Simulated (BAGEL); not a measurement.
**PBE0/cc-pVDZ (density fitting with qzvpp-jkfit) run of CH3FGeS (SMILES F[CH]1[S][GeH2]1)**

Aim: the energy change on altering one bond length of CH3FGeS at PBE0/cc-pVDZ (density fitting with qzvpp-jkfit), from 2 runs. 

The calculation is run with BAGEL 1.2.2.

8 further runs of the same task are left out: 7 that didn't finish, 1 set aside as unsound or not needed.

## Step 1: The molecule

CH3FGeS has 7 atoms, charge 0, and is taken as a singlet. As SMILES, `F[CH]1[S][GeH2]1`. The shape is that of a PBE0-D4/def2-TZVP optimisation.

Bond lengths: F1–C2 1.364 Å, C2–S3 1.820 Å, C2–Ge4 1.943 Å, S3–Ge4 2.204 Å, C2–H5 1.087 Å, Ge4–H6 1.527 Å, Ge4–H7 1.525 Å. Some angles: F1–C2–S3 115.4°, F1–C2–Ge4 118.9°, S3–C2–Ge4 71.6°, C2–S3–Ge4 56.8°, C2–Ge4–S3 51.6°, F1–C2–H5 110.0°, S3–C2–H5 114.3°, Ge4–C2–H5 121.6°, C2–Ge4–H6 121.4°, C2–Ge4–H7 117.7°.

## Step 2: The energy at PBE0/cc-pVDZ (density fitting with qzvpp-jkfit)

The input, calc.json:

```json
{ "bagel": [

{
  "title": "molecule",
  "basis": "cc-pvdz.json",
  "df_basis": "qzvpp-jkfit",
  "angstrom": true,
  "geometry": [
    { "atom": "F", "xyz": [   -0.249100,   -0.099400,   -1.988100 ] },
    { "atom": "C", "xyz": [   -0.596800,   -0.308400,   -0.686300 ] },
    { "atom": "S", "xyz": [    0.265900,   -1.680400,    0.141800 ] },
    { "atom": "Ge", "xyz": [    0.527900,    0.431200,    0.715500 ] },
    { "atom": "H", "xyz": [   -1.678800,   -0.337800,   -0.591600 ] },
    { "atom": "H", "xyz": [   -0.054800,    0.853200,    2.062900 ] },
    { "atom": "H", "xyz": [    1.846800,    1.073600,    0.300000 ] }
  ]
},
{
  "title": "ks",
  "xc_func": "pbe0"
},
{
  "title": "print",
  "file": "orbitals.molden",
  "orbitals": true
}

]}
```

The basis set cc-pVDZ is read from a file made from the Basis Set Exchange's data (not shown).

Command:

```bash
$ BAGEL_NUM_THREADS=1 BAGEL calc.json > calc.out
```

The log of the run:

```text
* using 1 threads per process

  ===============================================================
  ===============================================================

  *** Geometry ***

  { "atom" : "F", "xyz" : [     -0.470731,     -0.187839,     -3.756965 ] },
  { "atom" : "C", "xyz" : [     -1.127789,     -0.582792,     -1.296919 ] },
  { "atom" : "S", "xyz" : [      0.502478,     -3.175496,      0.267963 ] },
  { "atom" : "Ge", "xyz" : [      0.997586,      0.814850,      1.352099 ] },
  { "atom" : "H", "xyz" : [     -3.172472,     -0.638349,     -1.117962 ] },
  { "atom" : "H", "xyz" : [     -0.103557,      1.612314,      3.898316 ] },
  { "atom" : "H", "xyz" : [      3.489946,      2.028810,      0.566918 ] },

  Number of auxiliary basis functions:      600

  Since a DF basis is specified, we compute 2- and 3-index integrals:
    o Being stored without compression. Storage requirement is 0.037 GB

  Number of basis functions:       88
  Number of electrons      :       66

    * METHOD: MOLECULE                             0.34

  *** Kohn-Sham DFT ***

    * Removing 12986 points whose weight is below 1.00e-10
    * Grid points: 91356

  === Nuclear Repulsion ===
   353.2609166561

       - DIIS with orbital gradients will be used.

  === KS iteration (pbe0 / cc-pvdz.json) ===
      0      -2580.91759105          0.09667101           0.38
      1      -2487.70962290          0.22408385           0.35
      2      -2556.02848835          0.09673354           0.36
      3      -2471.92096415          0.21983918           0.36
      4      -2582.87550192          0.11976311           0.35
      5      -2599.85265030          0.11812957           0.36
      6      -2602.28704546          0.09693304           0.35
      7      -2557.77725521          0.31954642           0.35
      8      -2559.91277314          0.12844862           0.36
      9      -2611.02372045          0.05258241           0.36
     10      -2614.03531088          0.01915573           0.35
     11      -2614.04992774          0.01736482           0.35
     12      -2614.33415198          0.00428571           0.35
     13      -2614.34978704          0.00142015           0.35
     14      -2614.35109601          0.00059092           0.35
     15      -2614.35131715          0.00009113           0.35
     16      -2614.35131995          0.00007165           0.35
     17      -2614.35132424          0.00001016           0.36
     18      -2614.35132433          0.00000219           0.35
     19      -2614.35132433          0.00000177           0.35
     20      -2614.35132434          0.00000033           0.35
     21      -2614.35132434          0.00000038           0.35
     22      -2614.35132434          0.00000006           0.35
     23      -2614.35132434          0.00000003           0.35
     24      -2614.35132434          0.00000001           0.36
    * SCF iteration converged.

    * Permanent dipole moment:
           (    0.148025,    -0.725965,    -0.623116) a.u.

    * METHOD: KS                                   9.32

    * METHOD: PRINT                                0.01

  ===============================================================
```

Run time: 9.9 s. Hardware: 1 thread of Arm Neoverse V2, shared host; peak memory 0.44 GiB.

## Step 3: The distorted shape at the same level

The input, input.json:

```json
{ "bagel": [

{
  "title": "molecule",
  "basis": "cc-pvdz.json",
  "df_basis": "qzvpp-jkfit",
  "angstrom": true,
  "geometry": [
    { "atom": "F", "xyz": [      -0.196940,      -0.068047,      -2.183390 ] },
    { "atom": "C", "xyz": [      -0.596800,      -0.308400,      -0.686300 ] },
    { "atom": "S", "xyz": [       0.265900,      -1.680400,       0.141800 ] },
    { "atom": "Ge", "xyz": [       0.527900,       0.431200,       0.715500 ] },
    { "atom": "H", "xyz": [      -1.678800,      -0.337800,      -0.591600 ] },
    { "atom": "H", "xyz": [      -0.054800,       0.853200,       2.062900 ] },
    { "atom": "H", "xyz": [       1.846800,       1.073600,       0.300000 ] }
  ]
},

{
  "title": "ks",
  "xc_func": "pbe0"
},

{
  "title": "print",
  "file": "orbitals.molden",
  "orbitals": true
}

]}
```

The basis set cc-pVDZ is read from a file made from the Basis Set Exchange's data (not shown).

Command:

```bash
$ BAGEL_NUM_THREADS=1 BAGEL input.json > input.out
```

The log of the run:

```text
* using 1 threads per process

  ===============================================================
  ===============================================================

  *** Geometry ***

  { "atom" : "F", "xyz" : [     -0.372163,     -0.128590,     -4.126009 ] },
  { "atom" : "C", "xyz" : [     -1.127789,     -0.582792,     -1.296919 ] },
  { "atom" : "S", "xyz" : [      0.502478,     -3.175496,      0.267963 ] },
  { "atom" : "Ge", "xyz" : [      0.997586,      0.814850,      1.352099 ] },
  { "atom" : "H", "xyz" : [     -3.172472,     -0.638349,     -1.117962 ] },
  { "atom" : "H", "xyz" : [     -0.103557,      1.612314,      3.898316 ] },
  { "atom" : "H", "xyz" : [      3.489946,      2.028810,      0.566918 ] },

  Number of auxiliary basis functions:      600

  Since a DF basis is specified, we compute 2- and 3-index integrals:
    o Being stored without compression. Storage requirement is 0.037 GB

  Number of basis functions:       88
  Number of electrons      :       66

    * METHOD: MOLECULE                             0.37

  *** Kohn-Sham DFT ***

    * Removing 12726 points whose weight is below 1.00e-10
    * Grid points: 91616

  === Nuclear Repulsion ===
   345.6897713876

       - DIIS with orbital gradients will be used.

  === KS iteration (pbe0 / cc-pvdz.json) ===
      0      -2580.34167707          0.09432841           0.36
      1      -2481.97104389          0.23105024           0.36
      2      -2556.96037796          0.09557019           0.35
      3      -2472.36926565          0.20327970           0.35
      4      -2584.00860311          0.11265859           0.35
      5      -2594.41668539          0.12899898           0.35
      6      -2603.73168042          0.09198752           0.35
      7      -2554.79516656          0.34179341           0.35
      8      -2565.03754193          0.12231734           0.35
      9      -2611.36027799          0.04836508           0.35
     10      -2614.03167550          0.01899600           0.35
     11      -2613.85476312          0.02437795           0.35
     12      -2614.31670389          0.00446044           0.35
     13      -2614.32766897          0.00266787           0.35
     14      -2614.33270377          0.00090730           0.35
     15      -2614.33339565          0.00006060           0.35
     16      -2614.33339732          0.00004694           0.35
     17      -2614.33339872          0.00002118           0.35
     18      -2614.33339904          0.00000349           0.35
     19      -2614.33339904          0.00000235           0.35
     20      -2614.33339905          0.00000073           0.35
     21      -2614.33339905          0.00000030           0.35
     22      -2614.33339905          0.00000007           0.35
     23      -2614.33339905          0.00000003           0.35
     24      -2614.33339905          0.00000002           0.35
     25      -2614.33339905          0.00000000           0.35
    * SCF iteration converged.

    * Permanent dipole moment:
           (    0.115302,    -0.635421,    -1.065308) a.u.

    * METHOD: KS                                   9.58

    * METHOD: PRINT                                0.01

  ===============================================================
```

Wall time 10 s (1 thread of Arm Neoverse V2, shared host); peak memory 0.44 GiB.

## Step 4: What came out

At PBE0/cc-pVDZ (density fitting with qzvpp-jkfit):

| quantity | value |
| --- | --- |
| first shape: total energy | -2614.35132 Eh |
| first shape: dipole moment | 2.46 D |
| first shape: HOMO energy | -7.15 eV |
| first shape: LUMO energy | -0.65 eV |
| first shape: HOMO–LUMO gap | 6.50 eV |
| distorted shape: total energy | -2614.33340 Eh |
| distorted shape: dipole moment | 3.17 D |
| distorted shape: HOMO energy | -7.41 eV |
| distorted shape: LUMO energy | -0.84 eV |
| distorted shape: HOMO–LUMO gap | 6.57 eV |
| energy change with the F1–C2 bond stretched from 1.364 to 1.568 Å | 0.488 eV |

What this shows: With the F1–C2 bond stretched from 1.364 to 1.568 Å the energy rises by 0.49 eV (47.1 kJ/mol). The first shape isn't relaxed at this level, so the change isn't measured from a minimum.
